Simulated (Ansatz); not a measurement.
**GePN (singlet): the correlation ladder, cc-pVTZ**

One table from this session's results is given with a row withheld; the runs are named, their logs left out.

Method: cc-pVTZ, core rule «outside noble gas», up to 20 orbitals frozen; program: Ansatz 0.2.0, Gaussian basis.

The runs, in order: UHF; CCSD(T) on RHF; CCSD(T) on UHF; BCCD(T) on RHF; CCSDT(Q) on RHF; CASSCF and NEVPT2, 14 electrons in 12 orbitals.

3 further runs of the same task are left out: 3 set aside as unsound or not needed. Runs told in other sessions of the task aren't counted.

## What is computed

The geometry is a PBE0/def2-TZVP stationary point (not a proven minimum). No spin-orbit coupling is included. The filled d shell of Ge may be among the frozen orbitals whatever the setting's name suggests.

3 atoms, charge 0, spin multiplicity 1.

Atoms are counted from 1 here; the program's logs count them from 0.

Bond lengths: N1–Ge2 1.687 Å, Ge2–P3 2.111 Å. Angles: N1–Ge2–P3 180.0°.

The first run:

The input, in.yaml:

```yaml
crystal:
  periodic: [false, false, false]
  atoms:
    - {symbol: N, position_ang: [0.000000, 0.000000, 1.828206]}
    - {symbol: Ge, position_ang: [0.000000, 0.000000, 0.141208]}
    - {symbol: P, position_ang: [0.000000, 0.000000, -1.969413]}
basis:
  gaussian: {orbitals: cc-pVTZ}
magnetization: {spin_polarized: true, initial_magnetization: 0}
hamiltonian: {xc: hf}
output: {orbitals: {seedname: orbitals}}
```

Launch:

```sh
ansatz run in.yaml --threads 1 --pin off --events-out ev --progress --plain --max-ram 4096MiB --backend cpu
```

Among the steps run: UHF; CCSD(T) on RHF; CCSD(T) on UHF; BCCD(T) on RHF; CCSDT(Q) on RHF; CASSCF and NEVPT2, 14 electrons in 12 orbitals.

One table of the session follows, with a row left open; its other results are not shown here.

| method | from RCCSDT(Q) (meV) |
| --- | --- |
| RHF | +14056.5 |
| UHF | +12064.0 |
| RMP2 | +2211.1 |
| UMP2 | +2417.3 |
| RCCSD | ? |
| UCCSD | +860.3 |
| RCCSD(T) | +314.8 |
| UCCSD(T) | +29.1 |
| BCCD(T) | +342.8 |
| RCCSDT | +318.8 |
| RCCSDT(Q) | 0 |
| CASSCF valence | +8782.2 |
| NEVPT2 valence | +1786.4 |

Q: Estimate the row for RCCSD from the others.

The run gave: from RCCSDT(Q) (meV): +1478.3. In the column «from RCCSDT(Q) (meV)» it lies between UCCSD (+860.3) and NEVPT2 valence (+1786.4).

The program flags RCCSD(T), UCCSD(T), BCCD(T), RCCSDT(Q) as in doubt (see the logs), so the zero of the table is itself unsure.

Caveats from the session: The determinant of HF (⟨S²⟩ 1.57) is far from a pure spin state, so its energy mixes those of several spin states; that is harmless only where they are near-degenerate. The determinant of CCSD(T) (⟨S²⟩ 1.57) is far from a pure spin state, so its energy mixes those of several spin states; high orders of coupled cluster remove much of that, low ones don't. The report flags that the cluster equations may have other roots. The program flags RCCSD(T), UCCSD(T), BCCD(T), RCCSDT(Q) as in doubt, so the zero of the table is itself unsure. Warnings: restricted reference is unstable; spin contamination; large T1 diagnostic. Restricted and unrestricted rows rest on different reference determinants; a gap between their highest levels can come from leftover correlation error, from unlike frozen cores or from another state.
